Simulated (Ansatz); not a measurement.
# C2H6BN: up Jacob's ladder to CCSD(T)

One table from this session's results is given with a row withheld; the runs are named, their logs left out.

The runs use Ansatz 0.2.0, Gaussian basis; functionals in def2-TZVPP, the program's frozen cores in correlated methods.

The runs, in order: LDA (SPW92), PBE-D4, revPBE-D4, BLYP-D4, r2SCAN-D4, B97M-V, PBE0-D4, B3LYP-D4, r2SCANh-D4, r2SCAN0-D4, HSE06-D4, BHLYP-D4, CAM-B3LYP-D4, LC-ωPBE, ωB97X-V, ωB97M-V, B2PLYP, PBE-QIDH; CCSD(T)/def2-SVP; CCSD(T)/def2-TZVPP; CCSD(T)/def2-QZVPP; extrapolation to the limit; RPA on PBE.

### The relaxed structure

The geometry comes from an earlier relaxation with PBE0-D4 in a triple-zeta def2 set; it is a stationary point, not always the lowest conformer.

10 atoms, charge 0, spin multiplicity 1.

Atoms are counted from 1 here; the program's logs count them from 0.

Bond lengths: B1–N2 1.536 Å, B1–H5 1.211 Å, B1–H6 1.211 Å, B1–H7 1.211 Å, N2–C3 1.142 Å, C3–C4 1.443 Å, C4–H8 1.091 Å, C4–H9 1.091 Å, C4–H10 1.091 Å. Angles: N2–B1–H5 105.7°, N2–B1–H6 105.7°, N2–B1–H7 105.7°, H5–B1–H6 112.9°, H5–B1–H7 112.9°, H6–B1–H7 112.9°, B1–N2–C3 180.0°, N2–C3–C4 179.9°, C3–C4–H8 109.9°, C3–C4–H9 109.9°, C3–C4–H10 109.9°, H8–C4–H9 109.1°, H8–C4–H10 109.1°, H9–C4–H10 109.1°.

The first run:

in.yaml reads:

```yaml
crystal:
  periodic: [false, false, false]
  atoms:
    - {symbol: B, position_ang: [-1.047545, 1.302498, -1.229512]}
    - {symbol: N, position_ang: [-0.269852, 0.337689, -0.322211]}
    - {symbol: C, position_ang: [0.308993, -0.379754, 0.352475]}
    - {symbol: C, position_ang: [1.041813, -1.284963, 1.204009]}
    - {symbol: H, position_ang: [-1.755872, 0.604439, -1.921050]}
    - {symbol: H, position_ang: [-1.676272, 2.020412, -0.483470]}
    - {symbol: H, position_ang: [-0.209392, 1.901902, -1.866314]}
    - {symbol: H, position_ang: [2.078954, -1.350323, 0.870418]}
    - {symbol: H, position_ang: [1.020682, -0.924631, 2.234022]}
    - {symbol: H, position_ang: [0.591490, -2.278370, 1.164634]}
basis:
  gaussian: {orbitals: def2-TZVPP}
hamiltonian: {xc: lda}
output: {orbitals: {seedname: orbitals}}
```

The run is started by

```bash
ansatz run in.yaml --threads 2 --pin off --events-out ev --progress --plain --max-ram 32768MiB --backend cpu
```

Among the steps run: LDA; PBE-D4 (GGA); revPBE-D4 (GGA); BLYP-D4 (GGA); r2SCAN-D4 (meta-GGA); B97M-V (meta-GGA); PBE0-D4 (hybrid); B3LYP-D4 (hybrid); r2SCANh-D4 (hybrid); r2SCAN0-D4 (hybrid); HSE06-D4 (hybrid); BHLYP-D4 (hybrid); CAM-B3LYP-D4 (range-separated); LC-ωPBE (range-separated); ωB97X-V (range-separated); ωB97M-V (range-separated); B2PLYP (double hybrid); PBE-QIDH (double hybrid).

One of the session's tables, all rows but one given; the rest of the session is left out.

```
  functional  HOMO (eV)  gap (eV)
 LDA (SPW92)      -6.51      5.01
      PBE-D4      -6.44      5.10
   revPBE-D4      -6.40      5.13
     BLYP-D4      -6.35      5.10
   r2SCAN-D4      -6.68      5.58
      B97M-V      -6.73      5.66
     PBE0-D4      -7.66      7.33
    B3LYP-D4      -7.48      6.88
  r2SCANh-D4      -7.14      6.40
  r2SCAN0-D4          ?         ?
    HSE06-D4      -7.26      6.54
    BHLYP-D4      -8.85      9.60
CAM-B3LYP-D4      -9.04      9.83
     LC-ωPBE     -10.39     12.36
     ωB97X-V     -10.03     11.93
     ωB97M-V      -9.88     11.44
```

Q: Estimate the row for r2SCAN0-D4 from the others.

Worked estimate for «HOMO (eV)». Against the share of exact exchange, r2SCAN-D4 (0, -6.68), r2SCANh-D4 (0.1, -7.14) give a slope of -4.60 per unit share; at 0.25 the line stands at -7.83.

As computed: HOMO (eV): -7.83; gap (eV): 7.65. In «HOMO (eV)» the line misses by 0.00.
